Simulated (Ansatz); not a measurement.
Crystal: TlS.

```xyz
4
Lattice="2.0013 1.1555 7.3035 -2.0013 1.1555 7.3035 0.0000 -2.3109 7.3035" Properties=species:S:1:pos:R:3 pbc="T T T"
Tl    0.0000    0.0000   10.9553
Tl    0.0000    0.0000    0.0000
S     0.0000    0.0000    5.8040
S     0.0000    0.0000   16.1065
```

The cell comes from a database or a generator and needn't be the stable form of this composition.

```yaml
Program: Ansatz 0.2.0
Task: relaxation of cell and atoms
Functional: PBE
Potentials_or_basis: Ansatz PAW
Cutoff: "420 eV (not typed: the program's choice for these potentials)"
k_mesh: 8 × 8 × 8
Occupations: fermi-dirac, width 0.05 eV
Spin: no spin polarisation
```

At the start: volume 25.33 Å³/atom.

Task: How do energy, volume and symmetry change on relaxing?

Result: It ends after 6 steps and the volume is 25.96 Å³/atom (+2.5 %); space group R-3m (No. 166, to 0.05 Å).

Step by step:
| step | energy change (eV) | largest force (eV/Å) | volume (Å³) |
| --- | --- | --- | --- |
| 1 | 0.0000 | 0.1299 | 101.34 |
| 2 | -0.0109 | 0.0806 | 104.71 |
| 3 | -0.0135 | 0.0192 | 104.16 |
| 4 | -0.0137 | 0.0074 | 103.99 |
| 5 | -0.0138 | 0.0004 | 103.85 |
| 6 | -0.0143 | 0.0003 | 103.85 |

Final structure:
```
Tl S
1.0
     2.02996    1.17200    7.27482
    -2.02996    1.17200    7.27482
     0.00000   -2.34399    7.27482
Tl S
2 2
Direct
  0.50000 0.50000 0.50000
  0.00000 0.00000 0.00000
  0.26407 0.26407 0.26407
  0.73593 0.73593 0.73593
```

Caveat: the plane-wave basis is chosen anew once the cell has moved, so the energies of steps on either side of that aren't comparable.
